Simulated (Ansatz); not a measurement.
ClH₅O₂Si₂, SMILES O[Si](O)([SiH3])Cl, energies of removing a hydrogen

Computed with the Ansatz DFT code, driven from Python.

Interactive session:
```pycon
>>> import ansatz
>>> from ase import Atoms
>>> SETTINGS = {
...     'basis': '6-31G*',
...     'xc': 'B3LYP',
... }
>>> def energy(molecule, charge=0, unpaired=0):
...     calc = (
...         molecule.calculation()
...         .basis(gaussian=SETTINGS['basis'])
...         .functional(SETTINGS['xc'])
...     )
...     if charge:
...         calc = calc.charge(charge)
...     if unpaired:
...         calc = calc.spin('collinear', total=unpaired)
...     return calc.run().report['free_energy_ev']
...
>>> def without(molecule, index):
...     rest = ansatz.Crystal.molecule()
...     for i, site in enumerate(molecule.cartesian_sites):
...         if i != index:
...             rest = rest.atom(site.symbol, site.position_ang)
...     return rest
...
>>> atoms = Atoms(['O', 'Si', 'O', 'Si', 'Cl', 'H', 'H', 'H', 'H', 'H'], positions=[
...     [-0.2723, 1.6239, -0.8792],
...     [0.2964, 0.1731, -0.5333],
...     [1.9159, 0.2994, -0.5118],
...     [-0.5369, -0.7619, 1.3644],
...     [-0.1078, -0.9256, -2.2257],
...     [-1.1126, 1.6793, -1.4543],
...     [2.3612, 0.7924, -1.2351],
...     [-2.0556, -0.8361, 1.2346],
...     [-0.3085, 0.0561, 2.6236],
...     [-0.0968, -2.1516, 1.6198],
... ])
>>> mol = ansatz.Crystal.molecule_from_ase(atoms)
>>> whole = energy(mol, 0)
>>> hydrogen = energy(ansatz.Crystal.molecule().atom('H', (0, 0, 0)), 0, 1)
>>> print(f'E(molecule) = {whole:.5f} eV, E(H) = {hydrogen:.5f} eV')
E(molecule) = -32456.64102 eV, E(H) = -13.61312 eV
>>> for index in [6, 9]:
...     radical = energy(without(mol, index), 0, 1)
...     print(f'H{index}: homolysis {96.485332 * (radical + hydrogen - whole):.1f} kJ/mol')
...
H6: homolysis 492.7 kJ/mol
H9: homolysis 384.6 kJ/mol
```

What to keep in mind:
- Total energies depend on the basis set; only differences at equal settings carry meaning.
- The geometry is a force-field or estimated start, not a minimum of this method, and the basis set is short of its limit. All parts are taken at fixed geometry, without zero-point energy.
- b3lyp holds the VWN-RPA fit, as in Gaussian; the form of ORCA and Turbomole is b3lyp5.
- The whole script took 27 s on 1 thread of Arm Neoverse V2, on a shared host, peak memory 0.37 GiB.
